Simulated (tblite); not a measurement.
# C3H10FNSi3: the cost of one run

Computed with tblite 0.8.0 and PySCF 2.14.0, with density-fitted response routines of our own, on a single molecule in the gas phase. Atoms count from 0, in the outputs and in this text.

## (1) The starting structure

18 atoms, charge 0, multiplicity 1; geometry from: force field or distance geometry start.

Bonds of the start (Å): F0–Si1 1.61, Si1–C2 1.86, C2–C3 1.21, C3–C4 1.48, C4–Si5 1.90, C4–N6 1.48, N6–Si7 1.69, Si1–H8 1.47, Si1–H9 1.50, C4–H10 1.10, Si5–H11 1.49, Si5–H12 1.50, Si5–H13 1.48, N6–H14 1.01, Si7–H15 1.47, Si7–H16 1.48, Si7–H17 1.48.

## (2) Optimising the geometry with GFN2-xTB

The job: settings as JSON, then the geometry in Å.

```
{"job": {"kind": "relax", "xc": "GFN2-xTB", "basis": "xTB"}, "charge": 0, "multiplicity": 1}
F      4.171600     0.616700    -0.650700
Si     3.264200     1.540800     0.306600
C      1.568700     0.783600     0.431400
C      0.458500     0.312400     0.475500
C     -0.900000    -0.279100     0.524300
Si    -1.007200    -1.787200     1.681900
N     -1.319200    -0.666100    -0.840400
Si    -1.897600     0.392500    -2.028000
H      3.213500     2.906600    -0.243900
H      3.904400     1.586700     1.660000
H     -1.603000     0.456900     0.929200
H     -0.136300    -2.896600     1.195700
H     -0.570300    -1.415200     3.069500
H     -2.395300    -2.295000     1.773700
H     -0.596900    -1.241200    -1.249800
H     -0.790200     1.264800    -2.435400
H     -2.358000    -0.438700    -3.164700
H     -3.015600     1.164500    -1.446400
```

The run is started by

```sh
$ OMP_NUM_THREADS=1 python probes_run.py task.json out
```

The driver reads the jobs from task.json and runs them one after another.

**Question.** How long does this first job take on 1 thread of Arm Neoverse N1, shared host, and how much memory does it need?

About 1.1 s, with a peak of 0.18 GiB.
